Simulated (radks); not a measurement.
# Ta with its nuclear charge varied continuously

One table from this session's results is given with a row withheld; the runs are named, their logs left out.

Program: radks (a radial shooting solver on a logarithmic mesh, Libxc functionals) version 1. Level of theory: non-relativistic Kohn-Sham, PBE, spin-unpolarised, spherical densities, point nucleus. These are calculated values, not measurements, unless marked.

## What is computed

- element: tantalum (Z = 73)
- charge: 0
- electrons: 73
- configuration: [Xe] 4f14 5d3 6s2

The outer shells:

Ta
```
[Xe] core
4f [↑↓][↑↓][↑↓][↑↓][↑↓][↑↓][↑↓]
5d [↑ ][↑ ][↑ ][  ][  ]
6s [↑↓]
```

Set-up of the first run:

Input:

```text
Z 73
configuration [Xe] 4f14 5d3 6s2
relativity non-relativistic
functional pbe,pbe
spin unpolarised
nucleus point
```

Among the steps run: Z = 73.

One table of the session follows, with a row left open; its other results are not shown here.

It belongs to the step «Z = 73». Sizes of the orbitals, from the radial functions (bohr):

```
level     <r>  outermost maximum (interpolated)  90 % within  nodes
   4s  0.4988                             0.465        0.715      3
   4p  0.5066                             0.467        0.736      2
   4d  0.5254                             0.464        0.787      1
   5s   1.204                              1.08         1.73      4
   5p       ?                                 ?            ?      ?
   4f  0.6178                             0.434         1.03      0
   5d   2.134                              1.54         3.45      2
   6s   3.638                              3.06         5.40      5
```

Estimate the missing values for 5p.

**Answer.** <r>: 1.342; outermost maximum (interpolated): 1.17; 90 % within: 1.96; nodes: 3. In the column «<r>» it lies between 5s (1.204) and 5d (2.134).
